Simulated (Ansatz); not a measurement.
# LaP: a single-point run

Wanted: a converged single-point run for LaP, and a check of what comes out. The structure is shown as the input types it. The cell is built on a prototype (CsCl type) and needn't be the phase found in nature.

Program: Ansatz 0.2.0. Level of theory: density functional or hybrid calculation with the settings of its input, plane waves (as first typed). These are calculated values, not measurements.

4 further runs of the same task are left out: 1 for a known fault of the program, 3 that didn't finish.

## (1) Starting point

Symmetry: Pm-3m, No. 221, cubic system. Conventional cell: a = 3.650 Å, b = 3.650 Å, c = 3.650 Å, α = 90.00°, β = 90.00°, γ = 90.00°. La (site symmetry m-3m) has 8 P at 3.16 Å as nearest neighbours. Around P (site symmetry m-3m) lie 8 La at 3.16 Å.

The input asks for a charge of -1 e on the cell.

Coordinates:

```
La P
1.0
     3.64966    0.00000    0.00000
     0.00000    3.64966    0.00000
     0.00000    0.00000    3.64966
La P
1 1
Direct
  0.00000 0.00000 0.00000
  0.50000 0.50000 0.50000
```

## (2) The calculation

Contents of input.yaml:

```yaml
crystal:
  lattice:
    - [3.6496601442, 0.0, 0.0]
    - [0.0, 3.6496601442, 0.0]
    - [0.0, 0.0, 3.6496601442]
  atoms:
    - { symbol: La, position: [0.0, 0.0, 0.0] }
    - { symbol: P, position: [0.5, 0.5, 0.5] }
kpoints:
  mp_grid: { grid: [4, 4, 4] }
hamiltonian:
  xc: hse06
scf:
  occupations: { method: fermi_dirac, width: 0.02 }
  n_extra_bands: 4
  max_iter: 66
output:
  forces: true
  stress: true
  eigenvalues: true
total_charge: -1
```

Started as:

```bash
> ansatz run input.yaml --threads 4 --pin off --max-ram 3686MiB --backend cpu --events-out ev --progress --plain --runs-dir out
```

**Question.** How will this run end, and is anything wrong with its input?

The run converged and reported no error, with warnings (filled band counts differ across k points, stress exchange threshold loose, stress scf threshold loose). It gives a pressure of -20 GPa, which is large.

The suspect setting: total_charge is -1. With this charge the calculation describes a differently charged system.

The test: delete total_charge (the default then holds).
